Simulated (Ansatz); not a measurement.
**C₅H₁₄FNSn: up Jacob's ladder to CCSD(T)**

The task here is to estimate one member of a computed series from the others.

Method: functionals in def2-TZVPP, the program's frozen cores in correlated methods; program: Ansatz 0.2.0, Gaussian basis.

Levels to be run: LDA (SPW92), PBE-D4, revPBE-D4, BLYP-D4, r2SCAN-D4, B97M-V, PBE0-D4, B3LYP-D4, r2SCANh-D4, r2SCAN0-D4, HSE06-D4, BHLYP-D4, CAM-B3LYP-D4, LC-ωPBE, ωB97X-V, ωB97M-V, B2PLYP, PBE-QIDH; CCSD(T)/def2-SVP; CCSD(T)/def2-TZVPP; MP2/def2-QZVPP; extrapolation to the limit; RPA on PBE.

## The geometry

The geometry comes from an earlier relaxation with PBE0-D4 in a triple-zeta def2 set; it is a stationary point, not always the lowest conformer. Sn takes the def2 core potential; no spin-orbit term is included.

SMILES `[CH3][SnH]([F])[NH]C(C)(C)C`, 22 atoms, charge 0, spin multiplicity 1.

Atoms are counted from 1 here; the program's logs count them from 0.

Bond lengths: C1–Sn2 2.120 Å, C1–H9 1.090 Å, C1–H10 1.091 Å, C1–H11 1.090 Å, Sn2–F3 1.933 Å, Sn2–N4 2.019 Å, Sn2–H12 1.715 Å, N4–C5 1.462 Å, N4–H13 1.014 Å, C5–C6 1.524 Å, C5–C7 1.530 Å, C5–C8 1.526 Å, C6–H14 1.092 Å, C6–H15 1.097 Å, C6–H16 1.092 Å, C7–H17 1.093 Å, C7–H18 1.094 Å, C7–H19 1.094 Å and more. Angles: Sn2–C1–H9 108.5°, Sn2–C1–H10 109.9°, Sn2–C1–H11 110.2°, H9–C1–H10 109.3°, H9–C1–H11 109.7°, H10–C1–H11 109.3°, C1–Sn2–F3 105.5°, C1–Sn2–N4 111.4°, C1–Sn2–H12 115.9°, F3–Sn2–N4 100.3°, F3–Sn2–H12 105.5°, N4–Sn2–H12 116.2°, Sn2–N4–C5 122.3°, Sn2–N4–H13 110.2°, C5–N4–H13 111.1°, N4–C5–C6 108.1°, N4–C5–C7 112.4°, N4–C5–C8 107.8° and more.

As a file:

```xyz
22
C5H14FNSn
C     1.8651    2.6677   -0.7641
Sn    1.2648    1.3849    0.8133
F     2.8776    0.9936    1.8043
N     0.8064   -0.4587    0.1293
C    -0.5750   -0.9128   -0.0245
C    -1.3474    0.1658   -0.7743
C    -1.2510   -1.1909    1.3193
C    -0.5548   -2.1916   -0.8577
H     2.5860    2.1371   -1.3854
H     0.9999    2.9400   -1.3699
H     2.3222    3.5710   -0.3608
H     0.1783    2.0592    1.9559
H     1.3693   -1.1570    0.6021
H    -2.3717   -0.1536   -0.9759
H    -1.4164    1.0895   -0.1858
H    -0.8609    0.3932   -1.7257
H    -0.6987   -1.9554    1.8723
H    -1.2826   -0.2876    1.9350
H    -2.2773   -1.5454    1.1880
H    -0.0858   -2.0049   -1.8256
H    -1.5662   -2.5727   -1.0219
H     0.0181   -2.9713   -0.3480
```

The first run:

in.yaml

```yaml
crystal:
  periodic: [false, false, false]
  atoms:
    - {symbol: C, position_ang: [1.865106, 2.667702, -0.764111]}
    - {symbol: Sn, position_ang: [1.264798, 1.384931, 0.813331]}
    - {symbol: F, position_ang: [2.877562, 0.993584, 1.804296]}
    - {symbol: N, position_ang: [0.806418, -0.458720, 0.129265]}
    - {symbol: C, position_ang: [-0.574999, -0.912809, -0.024455]}
    - {symbol: C, position_ang: [-1.347384, 0.165820, -0.774314]}
    - {symbol: C, position_ang: [-1.251000, -1.190904, 1.319328]}
    - {symbol: C, position_ang: [-0.554817, -2.191591, -0.857736]}
    - {symbol: H, position_ang: [2.586048, 2.137112, -1.385436]}
    - {symbol: H, position_ang: [0.999905, 2.940013, -1.369869]}
    - {symbol: H, position_ang: [2.322200, 3.570979, -0.360800]}
    - {symbol: H, position_ang: [0.178325, 2.059157, 1.955910]}
    - {symbol: H, position_ang: [1.369327, -1.156980, 0.602143]}
    - {symbol: H, position_ang: [-2.371748, -0.153572, -0.975891]}
    - {symbol: H, position_ang: [-1.416440, 1.089466, -0.185787]}
    - {symbol: H, position_ang: [-0.860926, 0.393179, -1.725680]}
    - {symbol: H, position_ang: [-0.698672, -1.955395, 1.872273]}
    - {symbol: H, position_ang: [-1.282555, -0.287580, 1.934958]}
    - {symbol: H, position_ang: [-2.277307, -1.545433, 1.187997]}
    - {symbol: H, position_ang: [-0.085832, -2.004929, -1.825554]}
    - {symbol: H, position_ang: [-1.566163, -2.572703, -1.021863]}
    - {symbol: H, position_ang: [0.018144, -2.971327, -0.347996]}
basis:
  gaussian: {orbitals: def2-TZVPP}
hamiltonian: {xc: lda}
output: {orbitals: {seedname: orbitals}}
```

Steps of the session up to this table: LDA; PBE-D4 (GGA); revPBE-D4 (GGA); BLYP-D4 (GGA); r2SCAN-D4 (meta-GGA); B97M-V (meta-GGA); PBE0-D4 (hybrid); B3LYP-D4 (hybrid); r2SCANh-D4 (hybrid); r2SCAN0-D4 (hybrid); HSE06-D4 (hybrid); BHLYP-D4 (hybrid); CAM-B3LYP-D4 (range-separated); LC-ωPBE (range-separated); ωB97X-V (range-separated); ωB97M-V (range-separated); B2PLYP (double hybrid); PBE-QIDH (double hybrid).

One table of the session follows, with a row left open; its other results are not shown here.

It belongs to the step «Orbital energies across the functionals». 

| functional | HOMO (eV) | gap (eV) |
| --- | --- | --- |
| LDA (SPW92) | -5.45 | 4.28 |
| PBE-D4 | -5.29 | 4.40 |
| revPBE-D4 | -5.22 | 4.44 |
| BLYP-D4 | ? | ? |
| r2SCAN-D4 | -5.56 | 5.03 |
| B97M-V | -5.72 | 5.02 |
| PBE0-D4 | -6.65 | 6.70 |
| B3LYP-D4 | -6.43 | 6.15 |
| r2SCANh-D4 | -6.07 | 5.88 |
| r2SCAN0-D4 | -6.84 | 7.13 |
| HSE06-D4 | -6.25 | 5.93 |
| BHLYP-D4 | -7.95 | 8.80 |
| CAM-B3LYP-D4 | -8.04 | 8.99 |
| LC-ωPBE | -9.38 | 11.52 |
| ωB97X-V | -9.06 | 11.02 |
| ωB97M-V | -8.98 | 10.61 |

Estimate the missing values for BLYP-D4.

Worked estimate for «HOMO (eV)». Against the share of exact exchange, B3LYP-D4 (0.2, -6.43), BHLYP-D4 (0.5, -7.95) give a slope of -5.07 per unit share; at 0 the line stands at -5.42.

As computed: HOMO (eV): -5.18; gap (eV): 4.30. In «HOMO (eV)» the line misses by -0.24.
